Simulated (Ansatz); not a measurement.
# Zr2NbN3: the cost of one run

Program: Ansatz 0.2.0. Level of theory: DFT PBE, scalar-relativistic, plane waves, PAW. These are calculated values, not measurements.

1 further run of the same task is left out (set aside as unsound or not needed).

**1. The system as given**

It takes space group P6/mmm (No. 191, hexagonal). The conventional cell has a = 5.501 Å, b = 5.501 Å, c = 3.011 Å, α = 90.00°, β = 90.00°, γ = 120.00°. Zr (site symmetry -6m2) is surrounded by 6 N at 2.19 Å. Around Nb (site symmetry 6/mmm) lie 2 Nb at 3.01 Å and 12 N at 3.14 Å and 6 Zr at 3.18 Å. Around N (site symmetry mmm) lie 4 Zr at 2.19 Å and 4 Nb at 3.14 Å.

Coordinates:

```
CELL_PARAMETERS angstrom
5.50077 0.00000 0.00000
-2.75038 4.76380 0.00000
0.00000 0.00000 3.01058
ATOMIC_POSITIONS crystal
Zr 0.66667 0.33333 0.00000
Zr 0.33333 0.66667 0.00000
Nb 0.00000 0.00000 0.00000
N 0.00000 0.50000 0.50000
N 0.50000 0.00000 0.50000
N 0.50000 0.50000 0.50000
```

Recipe of the guess: species swapped into a database cell of NdB2Ru3 (P6/mmm, No. 191), with Nb on the Nd sites, Zr on the B sites and N on the Ru sites. The dimensions are guesses.

**2. A first look at the guess**

Contents of input.yaml:

```yaml
crystal:
  lattice:
    - [5.5007658, 0.0, 0.0]
    - [-2.7503829, 4.76380292, 0.0]
    - [0.0, 0.0, 3.01057687]
  atoms:
    - { symbol: Zr, position: [0.66666667, 0.33333333, 0.0] }
    - { symbol: Zr, position: [0.33333333, 0.66666667, 0.0] }
    - { symbol: Nb, position: [0.0, 0.0, 0.0] }
    - { symbol: "N", position: [0.0, 0.5, 0.5] }
    - { symbol: "N", position: [0.5, 0.0, 0.5] }
    - { symbol: "N", position: [0.5, 0.5, 0.5] }
basis:
  ecutwfc: 420
kpoints:
  mp_grid: { grid: [6, 6, 6] }
hamiltonian:
  xc: pbe
scf:
  occupations: { method: gaussian, width: 0.1 }
  lower_state_search: "off"
output:
  forces: true
  stress: true
  eigenvalues: true
```

Command:

```bash
ansatz run input.yaml --threads 1 --pin off --max-ram 2560MiB --backend cpu --events-out ev --progress --plain --runs-dir out
```

Q: Estimate wall time and peak memory on 1 thread of Intel Xeon Platinum 8175M at 2.50GHz (Skylake/Cascade Lake), shared host.

About 4.8 s, with a peak of 0.42 GiB.
